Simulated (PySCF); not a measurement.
# RuCl6−: ligand-field states, part 2 of 3

PySCF 2.14.0. Atoms count from 0.

## 5. Ligand-field states: state-averaged CASSCF (polar angle and twist at [54.7356, 45]°)

Job settings and geometry (Å):

```
{"job": {"kind": "lf", "basis": {"metal": "x2c-TZVPall", "ligand": "x2c-SVPall"}, "nevpt": true, "reuse": true}, "charge": -1, "metal": "Ru", "open_shell": "d3"}
Ru     0.000000     0.000000     0.000000
Cl     1.716133    -0.710846     1.313472
Cl    -0.242456     1.841638     1.313472
Cl    -1.473677    -1.130792     1.313472
Cl     1.716133     0.710846    -1.313472
Cl    -1.473677     1.130792    -1.313472
Cl    -0.242456    -1.841638    -1.313472
```

Method: state-averaged CASSCF of the metal d shell, SC-NEVPT2 on the averaged canonical orbitals, state-interaction spin-orbit coupling.

The program printed:

```text
basis functions 171, electrons 147, active (3e, 5o)
start from the orbitals of the previous structure
stage 1: DIIS on the effective Fock matrix, level shift 0.30
cycle   1  E = -7288.8188977206  dE = -7.289e+03  max|g| = 8.399e+00
cycle   2  E = -7291.0367904881  dE = -2.218e+00  max|g| = 6.320e-01
cycle   3  E = -7291.6256658886  dE = -5.889e-01  max|g| = 7.199e-01
cycle   4  E = -7292.4246434250  dE = -7.990e-01  max|g| = 8.546e-02
cycle   5  E = -7292.4443695163  dE = -1.973e-02  max|g| = 4.903e-02
cycle   6  E = -7292.4490244024  dE = -4.655e-03  max|g| = 3.278e-02
cycle   7  E = -7292.4504728526  dE = -1.448e-03  max|g| = 9.531e-03
cycle   8  E = -7292.4507665995  dE = -2.937e-04  max|g| = 1.650e-02
cycle   9  E = -7292.4508684430  dE = -1.018e-04  max|g| = 1.603e-02
cycle  10  E = -7292.4510271419  dE = -1.587e-04  max|g| = 9.828e-03
cycle  11  E = -7292.4511032579  dE = -7.612e-05  max|g| = 2.571e-03
cycle  12  E = -7292.4511195224  dE = -1.626e-05  max|g| = 2.873e-03
cycle  13  E = -7292.4511289964  dE = -9.474e-06  max|g| = 2.411e-03
cycle  14  E = -7292.4511353524  dE = -6.356e-06  max|g| = 1.804e-03
cycle  15  E = -7292.4511395592  dE = -4.207e-06  max|g| = 1.558e-03
cycle  16  E = -7292.4511421961  dE = -2.637e-06  max|g| = 1.165e-03
cycle  17  E = -7292.4511442693  dE = -2.073e-06  max|g| = 1.226e-03
cycle  18  E = -7292.4511450656  dE = -7.963e-07  max|g| = 1.104e-03
cycle  19  E = -7292.4511457637  dE = -6.981e-07  max|g| = 1.143e-03
cycle  20  E = -7292.4511466314  dE = -8.677e-07  max|g| = 1.044e-03
cycle  21  E = -7292.4511469606  dE = -3.292e-07  max|g| = 1.030e-03
cycle  22  E = -7292.4511485891  dE = -1.628e-06  max|g| = 9.630e-04
cycle  23  E = -7292.4511485337  dE =  5.535e-08  max|g| = 9.591e-04
cycle  24  E = -7292.4511476608  dE =  8.729e-07  max|g| = 9.586e-04
cycle  25  E = -7292.4511473367  dE =  3.241e-07  max|g| = 1.053e-03
cycle  26  E = -7292.4511475974  dE = -2.607e-07  max|g| = 8.348e-04
cycle  27  E = -7292.4511470200  dE =  5.774e-07  max|g| = 1.067e-03
stage 2: quasi-Newton rotations from the point of smallest gradient
cycle  29  E = -7292.4511517160  dE = -4.119e-06  max|g| = 5.611e-04
cycle  30  E = -7292.4511534885  dE = -1.773e-06  max|g| = 4.066e-04
cycle  31  E = -7292.4511535070  dE = -1.843e-08  max|g| = 6.924e-04
cycle  32  E = -7292.4511539080  dE = -4.011e-07  max|g| = 8.684e-05
cycle  33  E = -7292.4511539439  dE = -3.592e-08  max|g| = 5.160e-05
cycle  34  E = -7292.4511539564  dE = -1.251e-08  max|g| = 1.908e-05
cycle  35  E = -7292.4511539592  dE = -2.754e-09  max|g| = 9.206e-06
converged average energy = -7292.4511539592

 mult deg   label        CASSCF/cm-1   NEVPT2/cm-1
   4   1   4A2                 0.0           0.0
   2   2   2E              10527.9        9192.8
   2   2   2E              12013.3        9593.7
   2   1   2A2             11926.8       10338.0
   2   1   2A1             17770.4       14874.7
   2   2   2E              18760.7       16526.9
   4   1   4A1             28999.3       31126.4
   4   2   4E              29610.4       32344.1
   4   1   4A2             34326.6       34573.6
   4   2   4E              35889.3       36637.9
   2   1   2A1             37528.5       37790.7
   2   2   2E              38181.1       38440.4
   2   1   2A1             38266.5       39264.5
   2   2   2E              39367.8       39440.5
   2   1   2A2             39873.0       40638.1
   2   1   2A2             42283.7       40951.4
   2   2   2E              41865.1       42047.9
   2   2   2E              43245.8       42368.3
   2   2   2E              45859.0       43782.5
   2   1   2A1             46582.7       44859.4
   2   1   2A2             49310.1       45698.9
   2   2   2E              56996.1       51581.5
   4   1   4A2             59686.5       61084.1
   4   2   4E              61289.1       63360.2
   2   1   2A2             66789.9       66810.9
   2   2   2E              68431.9       67446.5
   2   1   2A1             69496.1       68054.9
   2   2   2E              69546.5       68466.8
   2   2   2E              72394.8       69644.7
   2   1   2A2             73053.5       70300.8
   2   1   2A1             82866.0       74033.7
   2   2   2E              84101.9       75435.7
   2   2   2E             101466.5       94345.3

spin-orbit levels / cm-1
      0.00  x2  4A2 0.99
      6.89  x2  4A2 0.99
   9034.70  x2  2E 0.85 2E 0.13
   9247.33  x2  2E 0.97
   9516.42  x2  2E 0.85 2E 0.14
   9712.83  x2  2E 0.96
  10299.73  x2  2A2 0.97
  15109.72  x2  2A1 0.96
  16597.57  x2  2E 0.98
  16837.03  x2  2E 0.97
  31091.21  x2  4A1 0.96
  31122.85  x2  4A1 0.95 4E 0.04
  32106.75  x2  4E 0.97
  32269.17  x2  4E 0.95
  32432.29  x2  4E 0.96
  32654.12  x2  4E 0.98
  34636.83  x2  4A2 0.95
  34737.02  x2  4A2 0.95
  36534.76  x2  4E 0.91 2A1 0.05
  36691.81  x2  4E 0.95
  36774.93  x2  4E 0.95
  36827.22  x2  4E 0.95
  37845.22  x2  2A1 0.91 4E 0.05
  38283.14  x2  2E 0.94
  38647.32  x2  2E 0.89 2E 0.06
  39288.48  x2  2A1 0.52 2E 0.38
  39608.62  x2  2E 0.54 2A1 0.41
  39612.52  x2  2E 0.90 2E 0.07
  40773.09  x2  2A2 0.94
  41153.49  x2  2A2 0.91 2E 0.04
```

Wall time 28 s (1 thread of Arm Neoverse V2, shared host); peak memory 0.5 GiB.

Warnings kept with the result: an active orbital is not mainly the metal shell.

An active orbital is only 56 % metal, under the run's own bar for a metal shell, so levels, ζ, ground spin and magnetism of this run may not be those of the metal's shell and are not read here.

## 6. Ligand-field states: state-averaged CASSCF (polar angle and twist at [52, 30]°)

Job settings and geometry (Å):

```
{"job": {"kind": "lf", "basis": {"metal": "x2c-TZVPall", "ligand": "x2c-SVPall"}, "nevpt": true, "reuse": true}, "charge": -1, "metal": "Ru", "open_shell": "d3"}
Ru     0.000000     0.000000     0.000000
Cl     1.731639    -0.463991     1.400630
Cl    -0.463991     1.731639     1.400630
Cl    -1.267648    -1.267648     1.400630
Cl     1.731639     0.463991    -1.400630
Cl    -1.267648     1.267648    -1.400630
Cl    -0.463991    -1.731639    -1.400630
```

With the program's defaults for keys left out, this is: state-averaged CASSCF of the metal d shell, SC-NEVPT2 on the averaged canonical orbitals, state-interaction spin-orbit coupling.

The program printed:

```text
basis functions 171, electrons 147, active (3e, 5o)
start from the orbitals of the previous structure
stage 1: DIIS on the effective Fock matrix, level shift 0.30
cycle   1  E = -7289.4925693814  dE = -7.289e+03  max|g| = 5.002e+00
cycle   2  E = -7291.1344123591  dE = -1.642e+00  max|g| = 5.578e-01
cycle   3  E = -7291.6446059886  dE = -5.102e-01  max|g| = 6.852e-01
cycle   4  E = -7292.4164185701  dE = -7.718e-01  max|g| = 1.320e-01
cycle   5  E = -7292.4345120402  dE = -1.809e-02  max|g| = 1.193e-01
cycle   6  E = -7292.4430616135  dE = -8.550e-03  max|g| = 7.146e-02
cycle   7  E = -7292.4466022372  dE = -3.541e-03  max|g| = 9.827e-03
cycle   8  E = -7292.4465828010  dE =  1.944e-05  max|g| = 2.361e-02
cycle   9  E = -7292.4460785674  dE =  5.042e-04  max|g| = 3.701e-02
cycle  10  E = -7292.4452509883  dE =  8.276e-04  max|g| = 5.067e-02
cycle  11  E = -7292.4452855856  dE = -3.460e-05  max|g| = 4.763e-02
cycle  12  E = -7292.4457837772  dE = -4.982e-04  max|g| = 3.588e-02
cycle  13  E = -7292.4459245597  dE = -1.408e-04  max|g| = 2.913e-02
cycle  14  E = -7292.4459967304  dE = -7.217e-05  max|g| = 2.336e-02
cycle  15  E = -7292.4458726794  dE =  1.241e-04  max|g| = 2.094e-02
cycle  16  E = -7292.4456150842  dE =  2.576e-04  max|g| = 2.268e-02
cycle  17  E = -7292.4451265289  dE =  4.886e-04  max|g| = 2.694e-02
cycle  18  E = -7292.4443227002  dE =  8.038e-04  max|g| = 2.782e-02
stage 2: quasi-Newton rotations from the point of smallest gradient
cycle  20  E = -7292.4471316035  dE = -5.294e-04  max|g| = 8.433e-03
cycle  21  E = -7292.4471536502  dE = -2.205e-05  max|g| = 1.438e-02
cycle  22  E = -7292.4472961144  dE = -1.425e-04  max|g| = 3.250e-03
cycle  23  E = -7292.4473122717  dE = -1.616e-05  max|g| = 9.207e-04
cycle  24  E = -7292.4473147598  dE = -2.488e-06  max|g| = 3.362e-04
cycle  25  E = -7292.4473155423  dE = -7.824e-07  max|g| = 1.477e-04
cycle  26  E = -7292.4473156363  dE = -9.409e-08  max|g| = 4.152e-05
cycle  27  E = -7292.4473156556  dE = -1.928e-08  max|g| = 2.123e-05
cycle  28  E = -7292.4473156585  dE = -2.829e-09  max|g| = 6.122e-06
converged average energy = -7292.4473156585

 mult deg   label        CASSCF/cm-1   NEVPT2/cm-1
   4   1   4A2                 0.0           0.0
   2   2   2E               9028.0        4622.9
   2   2   2E              10578.3        7260.5
   2   1   2A2             11839.5       10242.0
   2   1   2A1             15051.7       12483.6
   2   2   2E              20765.8       20392.0
   4   1   4A1             25016.1       25684.4
   4   2   4E              26127.1       27524.7
   4   1   4A2             27859.2       27980.3
   2   2   2E              33501.6       31368.6
   2   1   2A1             33522.9       32326.2
   2   2   2E              35635.1       32946.1
   2   1   2A1             35212.0       34442.6
   2   1   2A2             37553.3       35045.8
   4   2   4E              34077.8       35591.7
   2   1   2A2             36411.7       36003.7
   2   2   2E              38943.1       36916.5
   2   2   2E              42155.9       40995.3
   2   2   2E              42675.8       41645.5
   2   1   2A1             44342.2       42761.3
   2   1   2A2             46068.3       42854.1
   2   2   2E              52447.7       47794.3
   4   1   4A2             52106.8       51682.5
   2   1   2A2             58853.8       57436.7
   4   2   4E              55270.4       57620.2
   2   2   2E              61468.7       58045.3
   2   1   2A1             63790.2       61213.5
   2   2   2E              65082.8       63038.6
   2   2   2E              66237.7       63397.0
   2   1   2A2             67628.5       64384.6
   2   1   2A1             75231.5       65542.1
   2   2   2E              77534.0       69032.5
   2   2   2E              92553.2       84725.0

spin-orbit levels / cm-1
      0.00  x2  4A2 0.99
     28.20  x2  4A2 0.99
   4331.12  x2  2E 0.98
   4952.09  x2  2E 0.99
   7207.91  x2  2E 0.98
   7466.76  x2  2E 0.99
  10134.51  x2  2A2 0.93 2A1 0.06
  12784.28  x2  2A1 0.92 2A2 0.06
  20139.43  x2  2E 0.99
  20837.38  x2  2E 0.99
  25587.15  x2  4A1 0.92 4A2 0.08
  25742.84  x2  4A1 0.98
  27264.17  x2  4E 0.95 4A2 0.04
  27412.89  x2  4E 0.94 4A2 0.05
  27619.57  x2  4E 0.92 4A2 0.06
  27931.16  x2  4E 0.98
  28161.03  x2  4A2 0.88 4E 0.10
  28340.14  x2  4A2 0.86 4A1 0.07 4E 0.06
  31098.22  x2  2E 0.98
  31786.07  x2  2E 0.94 2E 0.05
  32303.56  x2  2A1 0.94
  33045.30  x2  2E 0.92 2E 0.05
  33072.02  x2  2E 0.93
  34462.74  x2  2A1 0.88 4E 0.06 2A2 0.05
  35212.00  x2  2A2 0.88 2A1 0.05 4E 0.04
  35490.43  x2  4E 0.73 2A2 0.20 2A2 0.03
  35696.10  x2  4E 0.93 2E 0.05
  35704.14  x2  4E 0.88 2A1 0.06
  35804.60  x2  4E 0.96
  36328.04  x2  2A2 0.77 4E 0.21
```

It took 24 s on 1 thread of Arm Neoverse V2, shared host; peak memory 0.5 GiB.

Warnings kept with the result: an active orbital is not mainly the metal shell.

An active orbital is only 55 % metal, under the run's own bar for a metal shell, so levels, ζ, ground spin and magnetism of this run may not be those of the metal's shell and are not read here.

## 7. Ligand-field states: state-averaged CASSCF (polar angle and twist at [50, 15]°)

Job settings and geometry (Å):

```
{"job": {"kind": "lf", "basis": {"metal": "x2c-TZVPall", "ligand": "x2c-SVPall"}, "nevpt": true, "reuse": true}, "charge": -1, "metal": "Ru", "open_shell": "d3"}
Ru     0.000000     0.000000     0.000000
Cl     1.727842    -0.227475     1.462342
Cl    -0.666922     1.610092     1.462342
Cl    -1.060920    -1.382617     1.462342
Cl     1.727842     0.227475    -1.462342
Cl    -1.060920     1.382617    -1.462342
Cl    -0.666922    -1.610092    -1.462342
```

Level: state-averaged CASSCF of the metal d shell, SC-NEVPT2 on the averaged canonical orbitals, state-interaction spin-orbit coupling.

The program printed:

```text
basis functions 171, electrons 147, active (3e, 5o)
start from the orbitals of the previous structure
stage 1: DIIS on the effective Fock matrix, level shift 0.30
cycle   1  E = -7289.8786704921  dE = -7.290e+03  max|g| = 4.041e+00
cycle   2  E = -7291.2091824167  dE = -1.331e+00  max|g| = 3.867e-01
cycle   3  E = -7291.6889834393  dE = -4.798e-01  max|g| = 6.553e-01
cycle   4  E = -7292.4052064063  dE = -7.162e-01  max|g| = 1.336e-01
cycle   5  E = -7292.4234892703  dE = -1.828e-02  max|g| = 1.418e-01
cycle   6  E = -7292.4355854542  dE = -1.210e-02  max|g| = 8.584e-02
cycle   7  E = -7292.4407251830  dE = -5.140e-03  max|g| = 1.964e-02
cycle   8  E = -7292.4408986030  dE = -1.734e-04  max|g| = 2.282e-02
cycle   9  E = -7292.4403916324  dE =  5.070e-04  max|g| = 3.576e-02
cycle  10  E = -7292.4397188354  dE =  6.728e-04  max|g| = 4.822e-02
cycle  11  E = -7292.4400107624  dE = -2.919e-04  max|g| = 4.311e-02
cycle  12  E = -7292.4401316361  dE = -1.209e-04  max|g| = 3.903e-02
cycle  13  E = -7292.4400255139  dE =  1.061e-04  max|g| = 3.799e-02
cycle  14  E = -7292.4402646321  dE = -2.391e-04  max|g| = 2.599e-02
cycle  15  E = -7292.4396649353  dE =  5.997e-04  max|g| = 2.601e-02
stage 2: quasi-Newton rotations from the point of smallest gradient
cycle  17  E = -7292.4412825939  dE = -5.574e-04  max|g| = 1.176e-02
cycle  18  E = -7292.4413528981  dE = -7.030e-05  max|g| = 1.638e-02
cycle  19  E = -7292.4415898330  dE = -2.369e-04  max|g| = 2.010e-03
cycle  20  E = -7292.4415963429  dE = -6.510e-06  max|g| = 6.071e-04
cycle  21  E = -7292.4415982474  dE = -1.904e-06  max|g| = 2.305e-04
cycle  22  E = -7292.4415984046  dE = -1.573e-07  max|g| = 9.025e-05
cycle  23  E = -7292.4415984323  dE = -2.761e-08  max|g| = 2.724e-05
cycle  24  E = -7292.4415984379  dE = -5.605e-09  max|g| = 9.229e-06
converged average energy = -7292.4415984379

 mult deg   label        CASSCF/cm-1   NEVPT2/cm-1
   2   2   2E                  0.0           0.0
   4   1   4A2             -6422.0        1823.4
   2   2   2E               2417.2        8929.2
   2   1   2A1              5563.7       12179.1
   2   1   2A2              5631.5       12241.8
   4   1   4A1             14302.4       22893.5
   4   1   4A2             14312.8       23642.9
   4   2   4E              15407.1       24715.8
   2   2   2E              21728.7       26457.9
   2   2   2E              17692.1       26528.6
   2   2   2E              24549.5       28954.8
   2   1   2A1             22778.7       29573.4
   2   1   2A2             23310.2       31123.7
   2   1   2A1             25198.4       32202.0
   2   1   2A2             27352.7       32999.2
   2   2   2E              27782.1       33092.6
   4   2   4E              26062.7       36779.0
   2   2   2E              32527.3       41984.2
   2   2   2E              35967.5       42855.3
   2   1   2A2             36618.4       43070.6
   2   1   2A1             35634.5       43199.4
   4   1   4A2             38510.3       45704.0
   2   2   2E              40943.7       46341.1
   2   1   2A2             44854.7       51279.3
   2   2   2E              47709.6       51651.5
   4   2   4E              42464.5       54235.5
   2   1   2A1             51213.4       56500.7
   2   2   2E              52697.6       59644.8
   2   2   2E              54053.7       60082.6
   2   1   2A1             61484.6       60354.3
   2   1   2A2             55525.6       60925.7
   2   2   2E              64371.7       64992.5
   2   2   2E              78085.9       77888.0

spin-orbit levels / cm-1
      0.00  x2  2E 0.99
   1081.02  x2  2E 0.99
   2328.90  x2  4A2 0.98
   2432.87  x2  4A2 0.99
   9479.66  x2  2E 1.00
   9528.71  x2  2E 1.00
  12147.32  x2  2A2 0.51 2A1 0.48
  13511.10  x2  2A1 0.51 2A2 0.49
  22929.70  x2  4A1 0.69 4A2 0.31
  23390.76  x2  4A1 0.88 4A2 0.11
  24323.58  x2  4A2 0.85 4A1 0.11 4E 0.04
  24851.93  x2  4A2 0.65 4A1 0.29 4E 0.05
  25052.98  x2  4E 0.99
  25125.16  x2  4E 0.92
  25333.66  x2  4E 0.92 4A2 0.04
  25615.90  x2  4E 0.97
  26636.35  x2  2E 0.97
  26676.72  x2  2E 0.94 4E 0.05
  27490.78  x2  2E 0.92 2E 0.05
  27610.99  x2  2E 0.93 2E 0.05
  29549.09  x2  2E 0.94
  29679.10  x2  2E 0.94
  30000.77  x2  2A1 0.87 2A2 0.10
  31924.66  x2  2A2 0.86 2A1 0.10
  32849.14  x2  2A1 0.95
  33635.26  x2  2A2 0.79 2E 0.18
  33718.16  x2  2E 0.78 2A2 0.19
  33794.76  x2  2E 0.98
  37183.99  x2  4E 0.99
  37292.50  x2  4E 0.98
```

Run time: 21 s. Hardware: 1 thread of Arm Neoverse V2, shared host; peak memory 0.5 GiB.

Warnings kept with the result: an active orbital is not mainly the metal shell.

An active orbital is only 54 % metal, under the run's own bar for a metal shell, so levels, ζ, ground spin and magnetism of this run may not be those of the metal's shell and are not read here.

(Part 2 of 3 ends here.)
